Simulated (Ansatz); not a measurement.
# C2H6FMoNO2: small, medium and large basis sets

How large a basis does C2H6FMoNO2 need? Two functionals are run in growing sets.

Computed with Ansatz 0.2.0, Gaussian basis. Level: one geometry, several basis sets.

Plan: PBE0-D4/def2-SVP; ωB97M-V/def2-SVP; PBE0-D4/def2-QZVPP; ωB97M-V/def2-QZVPP; the functionals' def2-TZVPP values are taken from earlier runs.

## Step 1: Structure used throughout

The geometry comes from an earlier relaxation with PBE0-D4 in a triple-zeta def2 set; it is a stationary point, not always the lowest conformer. Mo takes the def2 core potential; no spin-orbit term is included.

SMILES `C[N]=[Mo](=[O])([F])[O]C`, 13 atoms, charge 0, spin multiplicity 1.

Atoms are counted from 1 here; the program's logs count them from 0.

Bond lengths: C1–N2 1.420 Å, C1–H8 1.095 Å, C1–H9 1.095 Å, C1–H10 1.096 Å, N2–Mo3 1.721 Å, Mo3–O4 1.679 Å, Mo3–F5 1.867 Å, Mo3–O6 1.856 Å, O6–C7 1.404 Å, C7–H11 1.094 Å, C7–H12 1.094 Å, C7–H13 1.093 Å. Angles: N2–C1–H8 110.0°, N2–C1–H9 109.9°, N2–C1–H10 111.4°, H8–C1–H9 107.7°, H8–C1–H10 108.8°, H9–C1–H10 109.0°, C1–N2–Mo3 150.6°, N2–Mo3–O4 107.0°, N2–Mo3–F5 108.3°, N2–Mo3–O6 107.5°, O4–Mo3–F5 111.9°, O4–Mo3–O6 110.3°, F5–Mo3–O6 111.6°, Mo3–O6–C7 135.6°, O6–C7–H11 109.5°, O6–C7–H12 111.2°, O6–C7–H13 108.9°, H11–C7–H12 109.3° and more.

## Step 2: PBE0-D4 in def2-SVP

Input file in.yaml:

```yaml
crystal:
  periodic: [false, false, false]
  atoms:
    - {symbol: C, position_ang: [0.681580, 0.569373, 2.130842]}
    - {symbol: N, position_ang: [0.502648, 0.696724, 0.728059]}
    - {symbol: Mo, position_ang: [-0.459138, 1.150111, -0.625683]}
    - {symbol: O, position_ang: [-1.926063, 1.700029, -0.021886]}
    - {symbol: F, position_ang: [0.447455, 2.480190, -1.570566]}
    - {symbol: O, position_ang: [-0.717043, -0.368430, -1.661023]}
    - {symbol: C, position_ang: [-0.267849, -1.698436, -1.622165]}
    - {symbol: H, position_ang: [0.891271, -0.473674, 2.388415]}
    - {symbol: H, position_ang: [1.537190, 1.170606, 2.454008]}
    - {symbol: H, position_ang: [-0.210088, 0.895564, 2.678391]}
    - {symbol: H, position_ang: [-1.101854, -2.358403, -1.367897]}
    - {symbol: H, position_ang: [0.531465, -1.824895, -0.885703]}
    - {symbol: H, position_ang: [0.110828, -1.973556, -2.609992]}
basis:
  gaussian: {orbitals: def2-SVP}
hamiltonian: {xc: pbe0, dispersion: d4}
output: {orbitals: {seedname: orbitals}}
```

The run is started by

```sh
> ansatz run in.yaml --threads 2 --pin off --events-out ev --progress --plain --max-ram 32768MiB --backend cpu
```

After this run come: ωB97M-V in def2-SVP; PBE0-D4 in def2-QZVPP; ωB97M-V in def2-QZVPP.

Q: Predict the results of all the runs planned. Wanted: PBE0-D4: double and triple zeta above quadruple; ωB97M-V: double and triple zeta above quadruple.

As calculated:

```
                                       quantity           value
PBE0-D4: double and triple zeta above quadruple  13.78, 0.69 eV
ωB97M-V: double and triple zeta above quadruple  14.16, 0.67 eV
```

PBE0-D4 gains 13.09 eV from double to triple zeta, then 0.69 eV more. These are total energies; as a rule much of such shifts cancels in differences, which this series doesn't test.
